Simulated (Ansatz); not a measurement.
# MgSnI2: the cost of one run

Computed with Ansatz 0.2.0 (DFT PBE, scalar-relativistic, plane waves, PAW, unless a step's input says otherwise).

## Step 1: The structure to begin with

The structure is tetragonal, space group P4/mmm (No. 123). The conventional cell has a = 5.401 Å, b = 5.401 Å, c = 3.819 Å, α = 90.00°, β = 90.00°, γ = 90.00°. Mg (site symmetry 4/mmm) is surrounded by 8 I at 3.31 Å. Sn (site symmetry 4/mmm) is surrounded by 8 I at 3.31 Å. I (site symmetry mmm) is surrounded by 4 Mg at 3.31 Å and 4 Sn at 3.31 Å.

As a file:

```
CELL_PARAMETERS angstrom
5.40115 0.00000 0.00000
0.00000 5.40115 0.00000
0.00000 0.00000 3.81919
ATOMIC_POSITIONS crystal
Mg 0.50000 0.50000 0.00000
Sn 0.00000 0.00000 0.00000
I 0.50000 0.00000 0.50000
I 0.00000 0.50000 0.50000
```

The cell is invented: ordered mixture on the cation sites of caesium chloride (P4/mmm, No. 123). Lengths come from tabulated atomic sizes and are only a guess.

## Step 2: The guess as it stands, on a coarse mesh

Input file input.yaml:

```yaml
crystal:
  lattice:
    - [5.40115042, 0.0, 0.0]
    - [0.0, 5.40115042, 0.0]
    - [0.0, 0.0, 3.81919009]
  atoms:
    - { symbol: Mg, position: [0.5, 0.5, 0.0] }
    - { symbol: Sn, position: [0.0, 0.0, 0.0] }
    - { symbol: I, position: [0.5, 0.0, 0.5] }
    - { symbol: I, position: [0.0, 0.5, 0.5] }
basis:
  ecutwfc: 420
kpoints:
  mp_grid: { grid: [4, 4, 4] }
hamiltonian:
  xc: pbe
scf:
  occupations: { method: gaussian, width: 0.1 }
  lower_state_search: "off"
output:
  forces: true
  stress: true
  eigenvalues: true
```

Started as:

```sh
$ ansatz run input.yaml --threads 1 --pin off --max-ram 2048MiB --backend cpu --events-out ev --progress --plain --runs-dir out
```

Q: Estimate wall time and peak memory on 1 thread of Arm Neoverse V2, shared host.

About 3.5 s, with a peak of 0.38 GiB.
